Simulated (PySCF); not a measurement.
**One shape, several levels: CH3F2GaS (SMILES C[S][Ga]([F])[F])**

Aim: a comparison of 5 runs (HF/3-21G, HF/def2-SVP, B3LYP/3-21G, TPSS/6-31G*, B3LYP/6-31G*) of CH3F2GaS. 

The calculation is run with PySCF 2.14.0.

### 1 The molecule

CH3F2GaS: 8 atoms, total charge 0, spin state singlet. SMILES: `C[S][Ga]([F])[F]`. The shape comes from GFN2-xTB, which is rough for such elements, and wasn't checked as a minimum.

Bond lengths: C1–S2 1.833 Å, S2–Ga3 2.233 Å, Ga3–F4 1.774 Å, Ga3–F5 1.757 Å, C1–H6 1.088 Å, C1–H7 1.086 Å, C1–H8 1.087 Å. Angles: C1–S2–Ga3 98.1°, S2–Ga3–F4 117.0°, S2–Ga3–F5 129.3°, F4–Ga3–F5 113.7°, S2–C1–H6 110.5°, S2–C1–H7 105.3°, S2–C1–H8 110.3°, H6–C1–H7 109.9°, H6–C1–H8 110.7°, H7–C1–H8 110.0°.

### 2 Energy and forces at HF/3-21G (run 1)

Contents of mol.xyz:

```xyz
8
CH3F2GaS
C     -0.515000    -0.830210     1.000790
S      0.776180     0.469150     1.075680
Ga     0.728820     1.082390    -1.071210
F     -0.351520     0.174200    -2.145850
F      1.626020     2.355610    -1.885190
H     -0.300760    -1.535270     0.200590
H     -0.468870    -1.336190     1.961000
H     -1.494870    -0.379680     0.864190
```

Contents of job.py:

```python
# C[S][Ga]([F])[F]
import pyscf.grad
from pyscf import gto, scf

mol = gto.Mole()
mol.atom = 'mol.xyz'
mol.verbose = 3
mol.max_memory = 1860
mol.charge = 0
mol.spin = 0
mol.basis = '3-21g'
mol.build()

hf = scf.RHF(mol)
hf.conv_tol = 1e-10
hf.kernel()
if not hf.converged:
    hf = hf.newton().run(hf.mo_coeff, hf.mo_occ)

energy = hf.e_tot
print('E(%s) = %.9f' % ('HF', energy))
grad = hf.Gradients().kernel()
dip = hf.dip_moment()
pop, q = hf.mulliken_pop()
```

Command:

```console
OMP_NUM_THREADS=1 python job.py
```

What it wrote:

```text
converged SCF energy = -2546.76014621653
E(HF) = -2546.760146217
--------------- RHF gradients ---------------
         x                y                z
0 C     0.0201389732     0.0232740834    -0.0012016836
1 S    -0.0214759466    -0.0233082890     0.0015190680
2 Ga     0.0087360599    -0.0065189759     0.0531182835
3 F    -0.0316301349    -0.0268841754    -0.0295894196
4 F     0.0229878830     0.0334824052    -0.0231468108
5 H     0.0042496546    -0.0037770558    -0.0061329778
6 H     0.0027013052    -0.0012545022     0.0062882457
7 H    -0.0057077944     0.0049865097    -0.0008547053
----------------------------------------------
Dipole moment(X, Y, Z, Debye): -1.05399, -1.47731,  1.41699
 ** Mulliken pop  **
pop of  0 C 1s            1.98801
pop of  0 C 2s            0.34688
pop of  0 C 3s            1.22553
pop of  0 C 2px           0.50421
pop of  0 C 2py           0.49877
pop of  0 C 2pz           0.57968
pop of  0 C 3px           0.55467
pop of  0 C 3py           0.55939
pop of  0 C 3pz           0.62342
pop of  1 S 1s            1.99862
pop of  1 S 2s            1.96288
pop of  1 S 3s            0.97498
pop of  1 S 4s            0.97877
pop of  1 S 2px           1.96362
pop of  1 S 2py           1.96271
pop of  1 S 2pz           1.96136
pop of  1 S 3px           0.82437
pop of  1 S 3py           0.80100
pop of  1 S 3pz           0.76319
pop of  1 S 4px           0.68161
pop of  1 S 4py           0.63077
pop of  1 S 4pz           0.74023
pop of  2 Ga 1s           1.99981
pop of  2 Ga 2s           1.99838
pop of  2 Ga 3s           1.99352
pop of  2 Ga 4s           0.67935
pop of  2 Ga 5s           0.01704
pop of  2 Ga 2px          1.99853
pop of  2 Ga 2py          1.99851
pop of  2 Ga 2pz          1.99851
pop of  2 Ga 3px          1.98546
pop of  2 Ga 3py          1.98594
pop of  2 Ga 3pz          1.98698
pop of  2 Ga 4px          0.22411
pop of  2 Ga 4py          0.25703
pop of  2 Ga 4pz          0.43802
pop of  2 Ga 5px          0.05483
pop of  2 Ga 5py          0.04822
pop of  2 Ga 5pz          0.02815
pop of  2 Ga 3dxy         1.98611
pop of  2 Ga 3dyz         1.98681
pop of  2 Ga 3dz^2        1.99054
pop of  2 Ga 3dxz         1.98968
pop of  2 Ga 3dx2-y2      1.99818
pop of  3 F 1s            1.98436
pop of  3 F 2s            0.43928
pop of  3 F 3s            1.53824
pop of  3 F 2px           0.81091
pop of  3 F 2py           0.82519
pop of  3 F 2pz           0.81250
pop of  3 F 3px           1.03460
pop of  3 F 3py           1.04601
pop of  3 F 3pz           1.02914
pop of  4 F 1s            1.98439
pop of  4 F 2s            0.44037
pop of  4 F 3s            1.53693
pop of  4 F 2px           0.82696
pop of  4 F 2py           0.79220
pop of  4 F 2pz           0.82849
pop of  4 F 3px           1.04277
pop of  4 F 3py           1.01237
pop of  4 F 3pz           1.03999
pop of  5 H 1s            0.46567
pop of  5 H 2s            0.27261
pop of  6 H 1s            0.46215
pop of  6 H 2s            0.26422
pop of  7 H 1s            0.46607
pop of  7 H 2s            0.27620
 ** Mulliken atomic charges  **
charge of    0C =     -0.88057
charge of    1S =     -0.24411
charge of    2Ga =      1.35629
charge of    3F =     -0.52022
charge of    4F =     -0.50446
charge of    5H =      0.26172
charge of    6H =      0.27362
charge of    7H =      0.25773
```

It took 6 s on 1 thread of Intel Xeon at 2.70GHz, shared host; peak memory 0.14 GiB.

### 3 Energy and gradient at HF/def2-SVP (run 2)

Contents of input.xyz:

```xyz
8

C     -0.515000    -0.830210     1.000790
S      0.776180     0.469150     1.075680
Ga     0.728820     1.082390    -1.071210
F     -0.351520     0.174200    -2.145850
F      1.626020     2.355610    -1.885190
H     -0.300760    -1.535270     0.200590
H     -0.468870    -1.336190     1.961000
H     -1.494870    -0.379680     0.864190
```

Contents of input.py:

```python
import pyscf.grad
from pyscf import gto, scf

mol = gto.M(
    atom='input.xyz',
    verbose=4,
    max_memory=1860,
    basis='def2-svp',
)

mf = scf.RHF(mol)
mf.conv_tol = 1e-10
mf.kernel()
if not mf.converged:
    mf = mf.newton().run(mf.mo_coeff, mf.mo_occ)

etot = mf.e_tot
print('E(%s) = %.9f' % ('HF', etot))
grad = mf.Gradients().kernel()
dip = mf.dip_moment()
pop, q = mf.mulliken_pop()
```

Command:

```console
OMP_NUM_THREADS=1 python input.py
```

What it wrote:

```text
PySCF version 2.14.0

[... 66 lines left out ...]
converged SCF energy = -2558.82514962506
[... 12 lines left out ...]
Dipole moment(X, Y, Z, Debye): -0.87427, -1.56486,  2.30477
[... 77 lines left out ...]
pop of  3 F 3dxz          0.00083
pop of  3 F 3dx2-y2       0.00046
pop of  4 F 1s            1.99155
pop of  4 F 2s            1.10988
pop of  4 F 3s            0.85164
pop of  4 F 2px           1.11128
pop of  4 F 2py           1.07889
pop of  4 F 2pz           1.12082
pop of  4 F 3px           0.76424
pop of  4 F 3py           0.74726
pop of  4 F 3pz           0.76448
pop of  4 F 3dxy          0.00087
pop of  4 F 3dyz          0.00083
pop of  4 F 3dz^2         0.00045
pop of  4 F 3dxz          0.00051
pop of  4 F 3dx2-y2       0.00066
pop of  5 H 1s            0.74701
pop of  5 H 2s            0.13594
pop of  5 H 2px           0.00389
pop of  5 H 2py           0.00994
pop of  5 H 2pz           0.01215
pop of  6 H 1s            0.74689
pop of  6 H 2s            0.13935
pop of  6 H 2px           0.00339
pop of  6 H 2py           0.00687
pop of  6 H 2pz           0.01569
pop of  7 H 1s            0.74866
pop of  7 H 2s            0.13738
pop of  7 H 2px           0.01581
pop of  7 H 2py           0.00586
pop of  7 H 2pz           0.00404
 ** Mulliken atomic charges  **
charge of    0C =     -0.10792
charge of    1S =     -0.32234
charge of    2Ga =      1.26731
charge of    3F =     -0.56083
charge of    4F =     -0.54337
charge of    5H =      0.09107
charge of    6H =      0.08782
charge of    7H =      0.08825
```

Run time: 14 s. Hardware: 1 thread of Intel Xeon at 2.70GHz, shared host; peak memory 0.24 GiB.

### 4 Energy and forces at B3LYP/3-21G (run 3)

Contents of calc.py:

```python
from pyscf import gto, dft

system = gto.Mole()
system.atom = '''
C   -0.515000  -0.830210   1.000790
S    0.776180   0.469150   1.075680
Ga   0.728820   1.082390  -1.071210
F   -0.351520   0.174200  -2.145850
F    1.626020   2.355610  -1.885190
H   -0.300760  -1.535270   0.200590
H   -0.468870  -1.336190   1.961000
H   -1.494870  -0.379680   0.864190
'''
system.max_memory = 1860
system.spin = 0
system.verbose = 4
system.basis = '3-21g'
system.build()

mf = dft.RKS(system, xc='b3lyp')
mf.conv_tol = 1e-10
mf.grids.level = 5
mf.kernel()
if not mf.converged:
    mf = mf.newton().run(mf.mo_coeff, mf.mo_occ)

e_final = mf.e_tot
print('Final energy', e_final)
grad = mf.nuc_grad_method().kernel()
mf.analyze()
```

Command:

```console
OMP_NUM_THREADS=1 python calc.py
```

What it wrote:

```text
PySCF version 2.14.0

[... 96 lines left out ...]
Two-electron Energy =                 1458.309031922182157
[... 8 lines left out ...]
MO #5   energy= -40.3984767382439  occ= 2
[... 6 lines left out ...]
MO #12  energy= -5.86574993047421  occ= 2
[... 6 lines left out ...]
MO #19  energy= -1.11602728654771  occ= 2
[... 6 lines left out ...]
MO #26  energy= -0.653824725863592 occ= 2
[... 6 lines left out ...]
MO #33  energy= -0.369156817651346 occ= 2
[... 6 lines left out ...]
MO #40  energy= 0.0112788718222925 occ= 0
[... 6 lines left out ...]
MO #47  energy= 0.196165632329307  occ= 0
[... 6 lines left out ...]
MO #54  energy= 0.72068419298763   occ= 0
[... 6 lines left out ...]
MO #61  energy= 1.82213348943602   occ= 0
[... 6 lines left out ...]
MO #68  energy= 3.27731015875468   occ= 0
[... 40 lines left out ...]
pop of  2 Ga 5pz          0.03560
pop of  2 Ga 3dxy         1.98774
pop of  2 Ga 3dyz         1.98955
pop of  2 Ga 3dz^2        1.99166
pop of  2 Ga 3dxz         1.99211
pop of  2 Ga 3dx2-y2      1.99865
pop of  3 F 1s            1.99982
pop of  3 F 2s            1.86167
pop of  3 F 3s            0.00363
pop of  3 F 2px           1.81695
pop of  3 F 2py           1.84276
pop of  3 F 2pz           1.83059
pop of  3 F 3px           0.00094
pop of  3 F 3py           0.00073
pop of  3 F 3pz           0.00104
pop of  4 F 1s            1.99982
pop of  4 F 2s            1.85574
pop of  4 F 3s            0.00344
pop of  4 F 2px           1.83983
pop of  4 F 2py           1.78736
pop of  4 F 2pz           1.84872
pop of  4 F 3px           0.00076
pop of  4 F 3py           0.00119
pop of  4 F 3pz           0.00073
pop of  5 H 1s            0.86506
pop of  5 H 2s            0.01121
pop of  6 H 1s            0.85463
pop of  6 H 2s            0.01149
pop of  7 H 1s            0.86682
pop of  7 H 2s            0.01089
 ** Mulliken atomic charges  **
charge of    0C =     -0.34243
charge of    1S =     -0.15553
charge of    2Ga =      0.81375
charge of    3F =     -0.35812
charge of    4F =     -0.33758
charge of    5H =      0.12374
charge of    6H =      0.13388
charge of    7H =      0.12229
Dipole moment(X, Y, Z, Debye): -1.03398, -1.42801,  1.28183
```

It took 26 s on 1 thread of Intel Xeon at 2.70GHz, shared host; peak memory 0.68 GiB.

Run 4 isn't shown in full; the table further down has it.

### 5 Energy and gradient at B3LYP/6-31G(d) (Cartesian functions) (run 5)

Contents of calc.py:

```python
# C[S][Ga]([F])[F]
from pyscf import gto, dft

mol = gto.M(
    atom='''
C       -0.515000      -0.830210       1.000790
S        0.776180       0.469150       1.075680
Ga       0.728820       1.082390      -1.071210
F       -0.351520       0.174200      -2.145850
F        1.626020       2.355610      -1.885190
H       -0.300760      -1.535270       0.200590
H       -0.468870      -1.336190       1.961000
H       -1.494870      -0.379680       0.864190
''',
    cart=True,
    spin=0,
    basis='6-31g*',
    charge=0,
    verbose=4,
    max_memory=1860,
)

myscf = dft.RKS(mol, xc='b3lyp')
myscf.grids.level = 5
myscf.conv_tol = 1e-10
myscf.kernel()
if not myscf.converged:
    myscf = myscf.newton().run(myscf.mo_coeff, myscf.mo_occ)

e_tot = myscf.e_tot
print(f'total energy: {e_tot:.8f} hartree')
grad = myscf.nuc_grad_method().kernel()
myscf.analyze()
```

Command:

```console
OMP_NUM_THREADS=1 python calc.py
```

What it wrote:

```text
PySCF version 2.14.0

[... 96 lines left out ...]
Total Energy =                       -2562.525188074883317
[... 11 lines left out ...]
MO #5   energy= -40.7472176092142  occ= 2
[... 9 lines left out ...]
MO #15  energy= -3.85435352492041  occ= 2
[... 9 lines left out ...]
MO #25  energy= -0.795043579613647 occ= 2
[... 9 lines left out ...]
MO #35  energy= -0.375036673468495 occ= 2
[... 9 lines left out ...]
MO #45  energy= 0.120798541219011  occ= 0
[... 9 lines left out ...]
MO #55  energy= 0.45429749732567   occ= 0
[... 9 lines left out ...]
MO #65  energy= 0.869915820934177  occ= 0
[... 9 lines left out ...]
MO #75  energy= 1.30599652787099   occ= 0
[... 9 lines left out ...]
MO #85  energy= 1.87989056315277   occ= 0
[... 9 lines left out ...]
MO #95  energy= 2.81441953954122   occ= 0
[... 9 lines left out ...]
MO #105 energy= 73.8402809721147   occ= 0
[... 77 lines left out ...]
pop of  3  F 3px          0.00057
pop of  3  F 3py          0.00049
pop of  3  F 3pz          0.00080
pop of  3  F 3dxx         0.00062
pop of  3  F 3dxy         0.00113
pop of  3  F 3dxz         0.00155
pop of  3  F 3dyy         0.00048
pop of  3  F 3dyz         0.00128
pop of  3  F 3dzz         0.00059
pop of  4  F 1s           1.99997
pop of  4  F 2s           1.85229
pop of  4  F 3s           0.00153
pop of  4  F 2px          1.84794
pop of  4  F 2py          1.78684
pop of  4  F 2pz          1.86550
pop of  4  F 3px          0.00045
pop of  4  F 3py          0.00059
pop of  4  F 3pz          0.00055
pop of  4  F 3dxx         0.00053
pop of  4  F 3dxy         0.00159
pop of  4  F 3dxz         0.00097
pop of  4  F 3dyy         0.00092
pop of  4  F 3dyz         0.00154
pop of  4  F 3dzz         0.00049
pop of  5  H 1s           0.86044
pop of  5  H 2s           0.00895
pop of  6  H 1s           0.85956
pop of  6  H 2s           0.00870
pop of  7  H 1s           0.86505
pop of  7  H 2s           0.00861
 ** Mulliken atomic charges  **
charge of    0C =     -0.34138
charge of    1S =     -0.04223
charge of    2Ga =      0.74275
charge of    3F =     -0.38611
charge of    4F =     -0.36171
charge of    5H =      0.13060
charge of    6H =      0.13173
charge of    7H =      0.12634
Dipole moment(X, Y, Z, Debye): -0.94495, -1.58100,  2.09494
```

Run time: 58 s. Hardware: 1 thread of Intel Xeon at 2.70GHz, shared host; peak memory 1.1 GiB.

### 6 All runs side by side

```csv
run,level,integration grid,Cartesian functions,energy (Eh),dipole moment (D),HOMO energy (eV),LUMO energy (eV),wall time
1,HF/3-21G,–,no,-2546.760146,2.30,-10.63,1.62,6 s
2,HF/def2-SVP,–,no,-2558.825150,2.92,-10.57,1.71,14 s
3,B3LYP/3-21G,5,no,-2550.113953,2.18,-7.36,-1.94,26 s
4,TPSS/6-31G* (spherical functions),5,no,-2562.485852,2.72,-6.54,-2.57,1.8 min
5,B3LYP/6-31G* (Cartesian functions),5,yes,-2562.525188,2.79,-7.42,-2.09,58 s
```

### 7 Summary of results

| quantity | value |
| --- | --- |
| run 5: total energy | -2562.52519 Eh |
| run 5: dipole moment | 2.79 D |
| run 5: HOMO energy | -7.42 eV |
| run 5: LUMO energy | -2.09 eV |
| run 5: HOMO–LUMO gap | 5.33 eV |
| run 5: largest force on an atom | 0.876 eV/Å |

What this shows: The dipole moment (its size) runs from 2.18 D (B3LYP/3-21G) to 2.92 D (HF/def2-SVP). The two ends differ in method and basis. The HOMO–LUMO gap runs from 3.97 eV (TPSS/6-31G*) to 12.28 eV (HF/def2-SVP). Totals of different functionals can't be ranked against each other. All runs together took 3.5 min, the longest 1.8 min.
